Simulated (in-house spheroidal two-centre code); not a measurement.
**Orbitals of one electron and two point charges (charges 2.7 and 4.9)**

Aim: follow the lowest orbitals from the united atom to separated charges, and see which of them bind.

The Schrödinger equation separates in prolate spheroidal coordinates and is solved to numerical exactness by an in-house code (fixed charges, no relativity; hartree and bohr). An orbital is fixed by its nodes in ξ and η and by m, and named after its united-atom limit. The code writes a record and no log. All values are calculated.

**1. The system**

Point charges Z1 = 2.7 and Z2 = 4.9 at distance R, one electron. Orbitals run (a selection, each on a grid of distances scaled to its size): 1sσ, 2sσ, 2pσ, 2pπ, 3sσ, 3pσ, 3dσ, 3pπ, 3dπ, 3dδ, 4pσ, 4dσ, 4fσ, 4pπ, 4dπ, 4fπ, 4dδ, 4fδ, 4fφ, 5gσ, 5gπ.

**2. The orbital 1sσ**

settings reads:

```
Z1 = 2.7
Z2 = 4.9
xi_nodes = 0
eta_nodes = 0
m = 0
```

**3. The orbital 2sσ**

settings reads:

```
Z1 = 2.7
Z2 = 4.9
xi_nodes = 1
eta_nodes = 0
m = 0
```

**4. The orbital 3pσ**

settings reads:

```
Z1 = 2.7
Z2 = 4.9
xi_nodes = 1
eta_nodes = 1
m = 0
```

**5. The orbital 4fσ**

settings reads:

```
Z1 = 2.7
Z2 = 4.9
xi_nodes = 0
eta_nodes = 3
m = 0
```

(Steps that only read results are left out.)

What does the calculation give? Wanted: orbitals with a minimum on the grid; ground orbital.

As calculated:

| quantity | value |
| --- | --- |
| orbitals with a minimum on the grid (the deepest) | none |
| ground orbital | no minimum |

One electron can't hold these charges together in the ground orbital: their repulsion wins at all distances. Of the 21 orbitals, 0 have a minimum that the grid shows; very shallow wells can escape it. With unequal charges the electron of the ground orbital ends on the larger one, and the remaining charges repel as Z1(Z2 − 1)/R with Z2 the larger.
